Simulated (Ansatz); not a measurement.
# Al2Ru3: the cost of one run

Method: DFT PBE, scalar-relativistic, plane waves, PAW, in Ansatz 0.2.0.

## Step 1: The system as given

It takes space group Pmmm (No. 47, orthorhombic). Conventional cell: a = 3.736 Å, b = 4.596 Å, c = 5.541 Å, α = 90.00°, β = 90.00°, γ = 90.00°. Around Al (site symmetry mmm) lie 2 Al at 2.30 Å. Around Al (site symmetry mmm) lie 2 Ru at 1.87 Å. Ru (site symmetry mmm) has 2 Al at 1.87 Å as nearest neighbours. Ru (site symmetry mmm) has 2 Ru at 1.87 Å as nearest neighbours.

Structure file:

```xyz
5
Lattice="3.7360 0.0000 0.0000 0.0000 4.5960 0.0000 0.0000 0.0000 5.5406" Properties=species:S:1:pos:R:3 pbc="T T T"
Al    1.8680    2.2980    2.7703
Al    1.8680    0.0000    2.7703
Ru    0.0000    0.0000    2.7703
Ru    1.8680    0.0000    0.0000
Ru    0.0000    0.0000    0.0000
```

The cell is invented: species swapped into a database cell of Zr3Cd2 (Pmmm, No. 47), with Ru on the Zr sites and Al on the Cd sites. The dimensions are guesses.

## Step 2: Probe: one point on a coarse mesh

File input.yaml:

```yaml
crystal:
  lattice:
    - [3.7360261, 0.0, 0.0]
    - [0.0, 4.59601684, 0.0]
    - [0.0, 0.0, 5.5405971]
  atoms:
    - { symbol: Al, position: [0.5, 0.5, 0.5] }
    - { symbol: Al, position: [0.5, 0.0, 0.5] }
    - { symbol: Ru, position: [0.0, 0.0, 0.5] }
    - { symbol: Ru, position: [0.5, 0.0, 0.0] }
    - { symbol: Ru, position: [0.0, 0.0, 0.0] }
basis:
  ecutwfc: 420
kpoints:
  mp_grid: { grid: [6, 4, 4] }
hamiltonian:
  xc: pbe
scf:
  occupations: { method: gaussian, width: 0.1 }
  lower_state_search: "off"
output:
  forces: true
  stress: true
  eigenvalues: true
```

The run is started by

```bash
$ ansatz run input.yaml --threads 1 --pin off --max-ram 2560MiB --backend cpu --events-out ev --progress --plain --runs-dir out
```

**Question.** How long does this run take on 1 thread of Arm Neoverse V1, shared host, and how much memory does it need?

About 7.6 s, with a peak of 0.37 GiB.
